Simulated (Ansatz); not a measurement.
**C₂H₅BBrF: up Jacob's ladder to CCSD(T)**

An exercise on one series of results from a longer session: the logs are not shown, and one member is left open.

Program: Ansatz 0.2.0, Gaussian basis. Level of theory: functionals in def2-TZVPP, the program's frozen cores in correlated methods. These are calculated values, not measurements.

Plan: LDA (SPW92), PBE-D4, revPBE-D4, BLYP-D4, r2SCAN-D4, B97M-V, PBE0-D4, B3LYP-D4, r2SCANh-D4, r2SCAN0-D4, HSE06-D4, BHLYP-D4, CAM-B3LYP-D4, LC-ωPBE, ωB97X-V, ωB97M-V, B2PLYP, PBE-QIDH; CCSD(T)/def2-SVP; CCSD(T)/def2-TZVPP; MP2/def2-QZVPP; extrapolation to the limit; RPA on PBE.

## Structure used throughout

All runs share one geometry, relaxed beforehand with PBE0-D4 in a triple-zeta def2 set.

SMILES `CCB(F)Br`, 10 atoms, charge 0, spin multiplicity 1.

Atoms are counted from 1 here; the program's logs count them from 0.

Bond lengths: C1–C2 1.524 Å, C1–H6 1.092 Å, C1–H7 1.092 Å, C1–H8 1.092 Å, C2–B3 1.556 Å, C2–H9 1.097 Å, C2–H10 1.098 Å, B3–F4 1.317 Å, B3–Br5 1.928 Å. Angles: C2–C1–H6 111.4°, C2–C1–H7 111.4°, C2–C1–H8 111.2°, H6–C1–H7 107.2°, H6–C1–H8 107.7°, H7–C1–H8 107.7°, C1–C2–B3 115.4°, C1–C2–H9 111.1°, C1–C2–H10 111.1°, B3–C2–H9 107.4°, B3–C2–H10 107.3°, H9–C2–H10 103.7°, C2–B3–F4 122.3°, C2–B3–Br5 121.5°, F4–B3–Br5 116.2°.

Set-up of the first run:

File in.yaml:

```yaml
crystal:
  periodic: [false, false, false]
  atoms:
    - {symbol: C, position_ang: [-1.216932, -0.359124, 0.029331]}
    - {symbol: C, position_ang: [0.294879, -0.456013, -0.137716]}
    - {symbol: B, position_ang: [1.079756, 0.863492, 0.112509]}
    - {symbol: F, position_ang: [0.480865, 1.985366, 0.453720]}
    - {symbol: Br, position_ang: [2.998484, 0.941301, -0.060446]}
    - {symbol: H, position_ang: [-1.647660, 0.369485, -0.660528]}
    - {symbol: H, position_ang: [-1.486489, -0.045452, 1.039890]}
    - {symbol: H, position_ang: [-1.698057, -1.320671, -0.159777]}
    - {symbol: H, position_ang: [0.560156, -0.810356, -1.141870]}
    - {symbol: H, position_ang: [0.717998, -1.219229, 0.527889]}
basis:
  gaussian: {orbitals: def2-TZVPP}
hamiltonian: {xc: lda}
output: {orbitals: {seedname: orbitals}}
```

The run is started by

```bash
> ansatz run in.yaml --threads 4 --pin off --events-out ev --progress --plain --max-ram 10444MiB
```

Among the steps run: LDA; PBE-D4 (GGA); revPBE-D4 (GGA); BLYP-D4 (GGA); r2SCAN-D4 (meta-GGA); B97M-V (meta-GGA); B3LYP-D4 (hybrid); r2SCANh-D4 (hybrid); r2SCAN0-D4 (hybrid); HSE06-D4 (hybrid); BHLYP-D4 (hybrid); CAM-B3LYP-D4 (range-separated); LC-ωPBE (range-separated); ωB97X-V (range-separated); ωB97M-V (range-separated); B2PLYP (double hybrid); PBE-QIDH (double hybrid).

One table of the session follows, with a row left open; its other results are not shown here.

It belongs to the step «Orbital energies across the functionals». 

```
  functional  HOMO (eV)  gap (eV)
 LDA (SPW92)      -7.27      5.37
      PBE-D4      -7.11      5.49
   revPBE-D4      -7.05      5.54
     BLYP-D4          ?         ?
   r2SCAN-D4      -7.43      6.17
      B97M-V      -7.51      6.33
     PBE0-D4      -8.43      7.80
    B3LYP-D4      -8.16      7.31
  r2SCANh-D4      -7.91      7.00
  r2SCAN0-D4      -8.64      8.23
    HSE06-D4      -8.02      7.01
    BHLYP-D4      -9.59     10.05
CAM-B3LYP-D4      -9.78     10.29
     LC-ωPBE     -11.18     12.91
     ωB97X-V     -10.81     12.45
     ωB97M-V     -10.67     12.11
```

**Question.** Estimate the row for BLYP-D4.

Worked estimate for «HOMO (eV)». Against the share of exact exchange, B3LYP-D4 (0.2, -8.16), BHLYP-D4 (0.5, -9.59) give a slope of -4.77 per unit share; at 0 the line stands at -7.21.

As computed: HOMO (eV): -6.94; gap (eV): 5.47. In «HOMO (eV)» the line misses by -0.27.
